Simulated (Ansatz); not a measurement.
**CH3NSiTe: how energies converge with the basis set**

One table from this session's results is given with a row withheld; the runs are named, their logs left out.

Computed with Ansatz 0.2.0, Gaussian basis. Level: one geometry, several basis sets.

Levels to be run: PBE0-D4/def2-SVP; ωB97M-V/def2-SVP; PBE0-D4/def2-QZVPP; ωB97M-V/def2-QZVPP; the functionals' def2-TZVPP values are taken from earlier runs.

### Structure used throughout

All runs share one geometry, relaxed beforehand with PBE0-D4 in a triple-zeta def2 set. Te takes the def2 core potential; no spin-orbit term is included.

7 atoms, charge 0, spin multiplicity 1.

Atoms are counted from 1 here; the program's logs count them from 0.

Bond lengths: C1–N2 1.265 Å, C1–Te4 2.175 Å, C1–H5 1.094 Å, N2–Si3 1.763 Å, Si3–Te4 2.509 Å, Si3–H6 1.482 Å, Si3–H7 1.482 Å. Angles: N2–C1–Te4 115.4°, N2–C1–H5 124.6°, Te4–C1–H5 120.0°, C1–N2–Si3 99.8°, N2–Si3–Te4 85.4°, N2–Si3–H6 112.9°, N2–Si3–H7 112.9°, Te4–Si3–H6 116.3°, Te4–Si3–H7 116.3°, H6–Si3–H7 110.8°, C1–Te4–Si3 59.4°.

Set-up of the first run:

Contents of in.yaml:

```yaml
crystal:
  periodic: [false, false, false]
  atoms:
    - {symbol: C, position_ang: [-0.779129, -0.346312, -1.013499]}
    - {symbol: N, position_ang: [0.482817, -0.263038, -0.985963]}
    - {symbol: Si, position_ang: [0.714541, 0.232732, 0.690110]}
    - {symbol: Te, position_ang: [-1.787169, 0.130411, 0.853966]}
    - {symbol: H, position_ang: [-1.364194, -0.633940, -1.892558]}
    - {symbol: H, position_ang: [1.327221, 1.576434, 0.814466]}
    - {symbol: H, position_ang: [1.467115, -0.764287, 1.487578]}
basis:
  gaussian: {orbitals: def2-SVP}
hamiltonian: {xc: pbe0, dispersion: d4}
output: {orbitals: {seedname: orbitals}}
```

Started as:

```console
$ ansatz run in.yaml --threads 2 --pin off --events-out ev --progress --plain --max-ram 4352MiB
```

Steps of the session up to this table: PBE0-D4 in def2-SVP; ωB97M-V in def2-SVP; PBE0-D4 in def2-QZVPP; ωB97M-V in def2-QZVPP.

One table of the session follows, with a row left open; its other results are not shown here.

It belongs to the step «Density functionals: the series». 

```
functional       basis  HOMO (eV)  LUMO (eV)
   PBE0-D4    def2-SVP      -6.46      -1.51
   PBE0-D4  def2-TZVPP      -6.54      -1.64
   PBE0-D4  def2-QZVPP          ?          ?
   ωB97M-V    def2-SVP      -8.46       0.43
   ωB97M-V  def2-TZVPP      -8.57       0.17
   ωB97M-V  def2-QZVPP      -8.60       0.08
```

Estimate the missing values for PBE0-D4, def2-QZVPP.

**Answer.** HOMO (eV): -6.57; LUMO (eV): -1.67. In the column «HOMO (eV)» it lies between ωB97M-V, def2-SVP (-8.46) and PBE0-D4, def2-TZVPP (-6.54).
